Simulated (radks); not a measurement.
# K³⁺ in [He] 2s2 2p4 3s2 3p4 3d2: an all-electron calculation

The task here is to estimate one member of a computed series from the others.

The numbers are computed with radks (a radial shooting solver on a logarithmic mesh, Libxc functionals) version 1 (scalar-relativistic Kohn-Sham, r2SCAN, spin-unpolarised, spherical densities, finite nucleus), except any that are marked as measured or tabulated.

## The atom as given

| Item | Value |
| --- | --- |
| element | potassium (Z = 19) |
| charge | +3 |
| electrons | 16 |
| configuration | [He] 2s2 2p4 3s2 3p4 3d2 |
| nuclear rms radius | 3.4349 fm |

Outer shells as boxes (Hund's rule):

K³⁺
```
[He] core
2s [↑↓]
2p [↑↓][↑ ][↑ ]
3s [↑↓]
3p [↑↓][↑ ][↑ ]
3d [↑ ][↑ ][  ][  ][  ]
```

The first run:

Settings of this run:

```text
Z 19
configuration [He] 2s2 2p4 3s2 3p4 3d2 4s0 4p0
relativity scalar-relativistic
functional r2scan,r2scan
spin unpolarised
nucleus finite rms 3.4349 fm
c 137.035999084
```

One of the session's tables, all rows but one given; the rest of the session is left out.

It belongs to the step «Radial structure». From the orbitals of this run (lengths in bohr):

```
level      <r>  outermost maximum (interpolated)  90 % within  nodes
   1s  0.08091                            0.0530        0.144      0
   2s   0.3722                             0.310        0.577      1
   2p        ?                                 ?            ?      ?
   3s    1.113                             0.977         1.65      2
   3p    1.167                             1.000         1.77      1
   3d    1.282                             0.974         2.08      0
   4s    2.867                              2.63         4.12      3
   4p    3.221                              2.93         4.66      2
```

Q: Estimate the row for 2p from the others.

As computed: <r>: 0.3317; outermost maximum (interpolated): 0.254; 90 % within: 0.543; nodes: 0. In the column «<r>» it lies between 1s (0.08091) and 2s (0.3722).
